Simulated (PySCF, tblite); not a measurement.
**C₈H₁₃FSi: geometry, infrared bands and NMR shifts**

What infrared bands and NMR shifts should C₈H₁₃FSi (`C[C@@H](F)C1=C[SiH2]CC=CC1`) show?

Computed with tblite 0.8.0 and PySCF 2.14.0, with density-fitted response routines of our own, on a single molecule in the gas phase. Atoms are numbered from 0 throughout.

### 1 Starting geometry

23 atoms, charge 0, multiplicity 1; geometry from: force field or distance geometry start.

Bonds of the start (Å): C0–C1 1.52, C1–F2 1.35, C1–C3 1.52, C3–C4 1.35, C4–Si5 1.84, Si5–C6 1.88, C6–C7 1.51, C7–C8 1.35, C8–C9 1.51, C9–C3 1.52, C0–H10 1.11, C0–H11 1.09, C0–H12 1.10, C1–H13 1.09, C4–H14 1.10, Si5–H15 1.48, Si5–H16 1.49, C6–H17 1.10, C6–H18 1.10, C7–H19 1.09, C8–H20 1.09, C9–H21 1.10, C9–H22 1.08.

### 2 Optimising the geometry with GFN2-xTB

What the job is given:

```
{"job": {"kind": "relax", "xc": "GFN2-xTB", "basis": "xTB"}, "charge": 0, "multiplicity": 1}
C     -2.887000    -0.339200     0.587600
C     -2.213200     0.324300    -0.608800
F     -2.669800     1.596900    -0.680100
C     -0.695900     0.308700    -0.484200
C     -0.010100     1.431500    -0.191000
Si     1.803700     1.661400     0.010000
C      2.708400     0.011400     0.032800
C      1.996400    -1.104700     0.755000
C      0.772400    -1.563400     0.420400
C     -0.055700    -1.050600    -0.731900
H     -3.985600    -0.269300     0.474100
H     -2.628900    -1.394900     0.689800
H     -2.644300     0.180100     1.530800
H     -2.503300    -0.176600    -1.531600
H     -0.554100     2.371300    -0.044400
H      2.336700     2.511800    -1.072100
H      2.044900     2.378900     1.297200
H      2.922300    -0.313400    -0.991100
H      3.681400     0.162400     0.522200
H      2.509500    -1.558300     1.604200
H      0.322800    -2.353000     1.015400
H      0.556200    -0.993700    -1.646900
H     -0.811600    -1.794700    -0.947200
```

Run with:

```console
OMP_NUM_THREADS=1 python probes_run.py task.json out
```

The driver reads the jobs from task.json and runs them one after another.

**Question.** This job is followed by: GFN2-xTB harmonic vibrations, gas phase; GIAO PBE0/pcSseg-1 NMR shielding, non-relativistic, gas phase. Predict these results of the whole session: strongest single infrared mode (GFN2-xTB); zero-point energy (GFN2-xTB); 13C shifts against TMS (PBE0/pcSseg-1); 1H shifts against TMS (PBE0/pcSseg-1, means over atoms taken as alike); 19F shifts against CFCl3 (PBE0/pcSseg-1); 29Si shifts against TMS (PBE0/pcSseg-1).

The runs gave:

```
                                                              quantity                                                                 value
                             strongest single infrared mode (GFN2-xTB)                                                 2197 cm⁻¹, 471 km/mol
                                          zero-point energy (GFN2-xTB)                                                        115.1 kcal/mol
                                13C shifts against TMS (PBE0/pcSseg-1)                172.5, 139.6, 135.1, 117.2, 96.6, 33.4, 23.3, 13.5 ppm
1H shifts against TMS (PBE0/pcSseg-1, means over atoms taken as alike)  6.23, 6.19, 6.02, 5.02, 4.55, 4.34, 3.48, 2.29, 1.93, 1.65, 1.37 ppm
                              19F shifts against CFCl3 (PBE0/pcSseg-1)                                                            -201.9 ppm
                               29Si shifts against TMS (PBE0/pcSseg-1)                                                             -68.7 ppm
```

In words: Relaxing lowered the energy by 0.185 eV in 59 steps; the close pair that moved most is C4–Si5, from 1.839 to 1.877 Å. No mode is imaginary among the 63: a minimum at this level. The strongest single mode, at 2197 cm⁻¹, moves mainly H15 and H16. Unscaled tight-binding wavenumbers are off by several per cent, some by more. Its intensities can rank the bands wrongly. At PBE0/pcSseg-1: The widest tensor belongs to C3: span 253 ppm, with a paramagnetic part of -248 ppm.
